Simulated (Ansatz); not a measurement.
# GaH5O (SMILES [OH2+][GaH3-]): functionals against CCSD(T) at one geometry

An exercise on one series of results from a longer session: the logs are not shown, and one member is left open.

The runs use Ansatz 0.2.0, Gaussian basis; single points in def2-TZVPP.

Cores are frozen in the correlated methods. Filled d shells of the heavier atoms are correlated.

**The system as given**

SMILES `[OH2+][GaH3-]`, 7 atoms, charge 0, spin multiplicity 1.

Atoms are counted from 1 here; the program's logs count them from 0.

Bond lengths: O1–Ga2 2.241 Å, O1–H3 0.842 Å, O1–H4 0.945 Å, Ga2–H5 1.461 Å, Ga2–H6 1.487 Å, Ga2–H7 1.698 Å. Angles: Ga2–O1–H3 118.0°, Ga2–O1–H4 109.8°, H3–O1–H4 118.3°, O1–Ga2–H5 98.6°, O1–Ga2–H6 91.5°, O1–Ga2–H7 93.1°, H5–Ga2–H6 118.6°, H5–Ga2–H7 119.3°, H6–Ga2–H7 120.4°.

As a file:

```xyz
7

O    -0.38340   -1.15150   -0.04730
Ga    0.11040    1.02990   -0.18740
H    -0.65490   -1.44920    0.69180
H     0.25830   -1.65570   -0.52460
H     0.29780    1.11920   -1.63400
H    -1.20980    1.40630    0.38370
H     1.47020    0.88140    0.81900
```

Set-up of the first run:

Contents of run/in.yaml:

```yaml
crystal:
  periodic: [false, false, false]
  atoms:
    - {symbol: O, position_ang: [-0.383400, -1.151500, -0.047300]}
    - {symbol: Ga, position_ang: [0.110400, 1.029900, -0.187400]}
    - {symbol: H, position_ang: [-0.654900, -1.449200, 0.691800]}
    - {symbol: H, position_ang: [0.258300, -1.655700, -0.524600]}
    - {symbol: H, position_ang: [0.297800, 1.119200, -1.634000]}
    - {symbol: H, position_ang: [-1.209800, 1.406300, 0.383700]}
    - {symbol: H, position_ang: [1.470200, 0.881400, 0.819000]}
basis:
  gaussian: {orbitals: def2-TZVPP}
correlation: {method: ccsd_t}
output: {forces: true}
```

No record of the launch command was kept for these runs.

Among the steps run: CCSD(T)/def2-TZVPP; PBE0-D4/def2-TZVPP; wB97M-V/def2-TZVPP; r2SCAN-D4/def2-TZVPP; PBE-D4/def2-TZVPP; wB97X-V/def2-TZVPP; revPBE-D4/def2-TZVPP.

One table of the session follows, with a row left open; its other results are not shown here.

| method | RMS force component (eV/Å) | angle to CCSD(T) forces (°) | dipole (D) |
| --- | --- | --- | --- |
| CCSD(T) | 3.122 | reference | 3.53 |
| PBE0-D4 | 3.099 | 1.1 | 3.54 |
| wB97M-V | 3.101 | 0.9 | 3.53 |
| r2SCAN-D4 | ? | ? | ? |
| PBE-D4 | 3.204 | 2.7 | 3.57 |
| wB97X-V | 3.137 | 0.9 | 3.55 |
| revPBE-D4 | 3.201 | 2.9 | 3.56 |

**Question.** Estimate the row for r2SCAN-D4.

**Answer.** RMS force component (eV/Å): 3.102; angle to CCSD(T) forces (°): 0.7; dipole (D): 3.59. In the column «RMS force component (eV/Å)» it lies between wB97M-V (3.101) and CCSD(T) (3.122).
